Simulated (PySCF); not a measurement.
# C5H5F3S: electronic excitations

What electronic excitations should C5H5F3S (`C#C[C@@H](F)C(F)(F)CS`) show?

Computed with PySCF 2.14.0, with density-fitted response routines of our own, on a single molecule in the gas phase. Atoms count from 0, in the outputs and in this text.

## Step 1: Starting geometry

14 atoms, charge 0, multiplicity 1; geometry from: GFN2-xTB.

Bonds of the start (Å): C0–C1 1.20, C1–C2 1.45, C2–F3 1.37, C2–C4 1.54, C4–F5 1.36, C4–F6 1.36, C4–C7 1.53, C7–S8 1.82, C0–H9 1.05, C2–H10 1.10, C7–H11 1.09, C7–H12 1.09, S8–H13 1.33.

## Step 2: Excited states and response: B3LYP/def2-SVPD

The job: settings as JSON, then the geometry in Å.

```
{"job": {"kind": "uv", "xc": "B3LYP", "basis": "def2-SVPD", "nstates": 8, "ntriplets": 3}, "charge": 0, "multiplicity": 1}
C      2.665582     0.015347    -0.703084
C      1.489072     0.075041    -0.909828
C      0.064652     0.097832    -1.189632
F     -0.200916    -0.488055    -2.403562
C     -0.716828    -0.645724    -0.084097
F     -2.045005    -0.639884    -0.387040
F     -0.362520    -1.957712    -0.055248
C     -0.505374    -0.056277     1.308173
S     -0.970805     1.701504     1.398005
H      3.697823    -0.011952    -0.517335
H     -0.307358     1.131348    -1.247092
H     -1.093920    -0.624906     2.029264
H      0.551671    -0.115426     1.565485
H     -2.266751     1.518391     1.148933
```

With the program's defaults for keys left out, this is: TDDFT B3LYP/def2-SVPD, vertical, gas phase, core orbitals frozen in the response.

The run is started by

```
> OMP_NUM_THREADS=1 python probes_run.py task.json out
```

One launch serves the whole session: the jobs run in the order shown.

Predict these results of the whole session: lowest singlet (B3LYP/def2-SVPD); brightest single state of those computed; lowest triplet; surface potential, 1st and 99th percentile.

The runs gave:

| quantity | value |
| --- | --- |
| lowest singlet (B3LYP/def2-SVPD) | 5.73 eV (216 nm), f = 0.003 |
| brightest single state of those computed | state 3, 6.21 eV, f = 0.027 |
| lowest triplet | 5.28 eV |
| surface potential, 1st and 99th percentile | -0.95 V and 1.71 V |

The lowest singlet, at 5.73 eV, is HOMO→LUMO+1 0.93 and is weak; of the 8 states computed, the strongest absorption comes from state 3 at 6.21 eV. The lowest triplet lies 0.46 eV below the lowest singlet (triplets in Tamm-Dancoff, singlets in full TDDFT). By nearest atom (B3LYP/def2-SVPD), the HOMO sits on S8 72 %; H13 9 % and the LUMO on C0, C1 about 23 % each; H9 13 %.
